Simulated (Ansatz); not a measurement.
# B2H5NO: the cost of one run

The runs use Ansatz 0.2.0, Gaussian basis; the settings change from run to run.

## Step 1: The geometry

The structure was relaxed beforehand with PBE0-D4 in a triple-zeta def2 set.

9 atoms, charge 0, spin multiplicity 1.

Atoms are counted from 1 here; the program's logs count them from 0.

Bond lengths: B1–B2 1.706 Å, B1–H5 1.200 Å, B1–H6 1.202 Å, B2–N3 1.404 Å, B2–O4 1.380 Å, N3–H7 1.003 Å, N3–H8 1.007 Å, O4–H9 0.957 Å. Angles: B2–B1–H5 122.7°, B2–B1–H6 121.9°, H5–B1–H6 115.4°, B1–B2–N3 120.3°, B1–B2–O4 123.4°, N3–B2–O4 116.3°, B2–N3–H7 122.9°, B2–N3–H8 122.7°, H7–N3–H8 114.4°, B2–O4–H9 112.6°.

As a file:

```
B     0.1046    1.2509   -0.6393
B    -0.1046   -0.1711    0.2789
N     0.4877   -1.3748   -0.1351
O    -0.8703   -0.2302    1.4258
H     1.1326    1.5145   -1.1999
H    -0.7785    2.0549   -0.7758
H     1.1232   -1.4313   -0.9093
H     0.3145   -2.2532    0.3266
H    -1.3206    0.5941    1.6109
```

## Step 2: PBE-QIDH/aug-cc-pVTZ

Set apart from the defaults: density fitting with def2-universal-jkfit, the search for lower states set to off.

Input file in.yaml:

```yaml
crystal:
  periodic: [false, false, false]
  atoms:
    - {symbol: B, position_ang: [0.104593, 1.250895, -0.639342]}
    - {symbol: B, position_ang: [-0.104551, -0.171074, 0.278908]}
    - {symbol: N, position_ang: [0.487682, -1.374806, -0.135110]}
    - {symbol: O, position_ang: [-0.870310, -0.230217, 1.425826]}
    - {symbol: H, position_ang: [1.132551, 1.514467, -1.199886]}
    - {symbol: H, position_ang: [-0.778501, 2.054876, -0.775767]}
    - {symbol: H, position_ang: [1.123237, -1.431286, -0.909250]}
    - {symbol: H, position_ang: [0.314504, -2.253247, 0.326642]}
    - {symbol: H, position_ang: [-1.320603, 0.594091, 1.610879]}
basis:
  gaussian: {orbitals: aug-cc-pVTZ, fitting: {mean_field: def2-universal-jkfit}}
hamiltonian: {xc: {name: PBE-QIDH}}
scf: {lower_state_search: off}
output: {forces: true}
```

Launch:

```sh
> ansatz run in.yaml --threads 2 --pin off --events-out ev --progress --plain --max-ram 4352MiB
```

Q: Estimate wall time and peak memory on 2 threads of Intel Xeon Platinum 8259CL at 2.50GHz, shared host.

About 20 s, with a peak of 0.71 GiB.
